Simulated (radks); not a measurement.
# Valence configurations of Nb⁺

NIST gives [Kr] 4d4 as the ground configuration of Nb⁺. Does this level of theory agree? Several fillings of the valence shells are run.

Method: Dirac Kohn-Sham, PBE, spin-unpolarised, spherical densities, point nucleus; open shells fill j = l - 1/2 first. Code: radks (a radial shooting solver on a logarithmic mesh, Libxc functionals) version 1.

## (1) The system

| Property | Result |
| --- | --- |
| element | niobium (Z = 41) |
| charge | +1 |
| electrons | 40 |
| configuration | [Kr] 4d4 |
| others tried | 4d3 5p1; 4d2 5p2; 4d2.5 5s0.5 5p1; 4d1 5s2 5p1; 4d3 5s1; 4d3.5 5s0.5; 4d1 5s1 5p2; 4d3.5 5p0.5; 4d2 5s2 |

## (2) [Kr] 4d4

The run's settings:

```text
Z 41
configuration [Kr] 4d4
relativity Dirac
functional pbe,pbe
spin unpolarised
j_filling energy
nucleus point
c 137.035999084
```

## (3) [Kr] 4d3 5p1

Changes since step 2:

```diff
@@ -1,3 +1,3 @@
 Z 41
-configuration [Kr] 4d4
+configuration [Kr] 4d3 5p1
 relativity Dirac
```

## (4) [Kr] 4d2 5p2

Changes since step 3:

```diff
@@ -1,3 +1,3 @@
 Z 41
-configuration [Kr] 4d3 5p1
+configuration [Kr] 4d2 5p2
 relativity Dirac
```

## (5) [Kr] 4d2.5 5s0.5 5p1

Changes since step 4:

```diff
@@ -1,3 +1,3 @@
 Z 41
-configuration [Kr] 4d2 5p2
+configuration [Kr] 4d2.5 5s0.5 5p1
 relativity Dirac
```

## (6) [Kr] 4d1 5s2 5p1

Changes since step 5:

```diff
@@ -1,3 +1,3 @@
 Z 41
-configuration [Kr] 4d2.5 5s0.5 5p1
+configuration [Kr] 4d1 5s2 5p1
 relativity Dirac
```

## (7) [Kr] 4d3 5s1

Changes since step 6:

```diff
@@ -1,3 +1,3 @@
 Z 41
-configuration [Kr] 4d1 5s2 5p1
+configuration [Kr] 4d3 5s1
 relativity Dirac
```

## (8) [Kr] 4d3.5 5s0.5

Changes since step 7:

```diff
@@ -1,3 +1,3 @@
 Z 41
-configuration [Kr] 4d3 5s1
+configuration [Kr] 4d3.5 5s0.5
 relativity Dirac
```

## (9) [Kr] 4d1 5s1 5p2

Changes since step 8:

```diff
@@ -1,3 +1,3 @@
 Z 41
-configuration [Kr] 4d3.5 5s0.5
+configuration [Kr] 4d1 5s1 5p2
 relativity Dirac
```

## (10) [Kr] 4d3.5 5p0.5

Changes since step 9:

```diff
@@ -1,3 +1,3 @@
 Z 41
-configuration [Kr] 4d1 5s1 5p2
+configuration [Kr] 4d3.5 5p0.5
 relativity Dirac
```

## (11) [Kr] 4d2 5s2

Changes since step 10:

```diff
@@ -1,3 +1,3 @@
 Z 41
-configuration [Kr] 4d3.5 5p0.5
+configuration [Kr] 4d2 5s2
 relativity Dirac
```

Before running it: what results should come out? Wanted: for each run, valence; E − E(NIST configuration); highest level; its energy; 1s shift.

As calculated:

| valence | E − E(NIST configuration) (eV) | highest level | its energy (eV) | 1s shift (eV) |
| --- | --- | --- | --- | --- |
| 4d4 | 0.000 | 4d3/2 | -9.331 | +0.00 |
| 4d3.5 5s0.5 | 0.093 | 5s1/2 | -9.917 | -1.48 |
| 4d3 5s1 | 0.444 | 5s1/2 | -10.476 | -3.09 |
| 4d3.5 5p0.5 | 1.949 | 5p1/2 | -6.521 | -2.04 |
| 4d2 5s2 | 2.022 | 5s1/2 | -11.639 | -6.71 |
| 4d3 5p1 | 4.336 | 5p1/2 | -7.191 | -4.23 |
| 4d2.5 5s0.5 5p1 | 5.138 | 5p1/2 | -7.584 | -5.98 |
| 4d1 5s2 5p1 | 9.509 | 5p1/2 | -8.773 | -11.90 |
| 4d2 5p2 | 10.553 | 5p1/2 | -8.477 | -8.95 |
| 4d1 5s1 5p2 | 14.163 | 5p1/2 | -9.238 | -12.99 |

In words: The NIST configuration is the lowest of those tried, 0.093 eV under 4d3.5 5s0.5. The energies are those of spherical spin-averaged densities, not of single terms. The 1s eigenvalue shifts by up to 12.99 eV as the valence charge is rearranged.
